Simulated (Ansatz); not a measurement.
Working through a composite energy at a relaxed geometry of H₂

With Ansatz's Python interface.

Typed at the interpreter:
```pycon
>>> import ansatz as az
>>> import numpy as np
>>> GEOMETRY = """
... H     0.33264   -0.10332    0.17240
... H    -0.33264    0.10332   -0.17240
... """
>>> h2 = az.Crystal.molecule()
>>> for line in GEOMETRY.strip().splitlines():
...     symbol, *xyz = line.split()
...     h2 = h2.atom(symbol, [float(v) for v in xyz])
...
>>> base = (
...     h2.calculation()
...     .basis(gaussian="def2-SVP")  # the orbital basis, by name
...     .functional("r2SCAN")
... )
>>> symbols = [site.symbol for site in h2.cartesian_sites]
>>> start = np.array([site.position_ang for site in h2.cartesian_sites], dtype=float)
>>> summary = base.relax(force_tolerance=0.01).run(threads=1, pin="off").report
>>> end = np.array(summary["positions_ang"])
>>> print("final positions (A) and the move of each atom")
final positions (A) and the move of each atom
>>> for symbol, xyz, old in zip(symbols, end, start):
...     print(f"{symbol:2s} {xyz[0]:10.5f} {xyz[1]:10.5f} {xyz[2]:10.5f}   {np.linalg.norm(xyz - old):7.4f}")
...
H     0.32439   -0.10076    0.16812    0.0096
H    -0.32439    0.10076   -0.16812    0.0096
>>> minimum = az.Crystal.molecule()
>>> for symbol, place in zip(symbols, end):
...     minimum = minimum.atom(symbol, place.tolist())
...
>>> at_minimum = minimum.calculation()
>>> # MP2 extrapolated to the basis limit, plus the small-basis difference CCSD(T) - MP2
>>> level = lambda method, basis: at_minimum.basis(gaussian=basis).correlation(method).run(threads=1, pin="off").report
>>> small, large, cluster = level("mp2", "cc-pVDZ"), level("mp2", "cc-pVTZ"), level("ccsd_t", "cc-pVDZ")
>>> corr = lambda each: (each["free_energy_ev"] - each["reference_energy_ev"]) / 27.211386246
>>> mp2_limit = (27 * corr(large) - 8 * corr(small)) / 19
>>> pieces = {"HF / cc-pVTZ": large["reference_energy_ev"] / 27.211386246, "MP2 correlation, DZ-TZ limit": mp2_limit, "CCSD(T) - MP2 / cc-pVDZ": corr(cluster) - corr(small)}
>>> for name, value in pieces.items():
...     print(f"{name:32s} {value:14.6f} Ha")
...
HF / cc-pVTZ                          -1.132610 Ha
MP2 correlation, DZ-TZ limit          -0.033940 Ha
CCSD(T) - MP2 / cc-pVDZ               -0.008459 Ha
>>> print(f"{'sum':32s} {sum(pieces.values()):14.6f} Ha")
sum                                   -1.175009 Ha
>>> print("T1 diagnostic", round(cluster["correlation"]["coupled_cluster"]["t1_diagnostic"], 4))
T1 diagnostic 0.0055
```

Notes:
- The sum leaves out core correlation, relativity, the Hartree-Fock basis error and zero-point energy; a DZ-TZ extrapolation is rough.
- An extrapolation from small basis sets is rough.
- Wall time of the script: 1.2 s on 1 thread of Arm Neoverse V1 (shared host), peak memory 0.14 GiB.
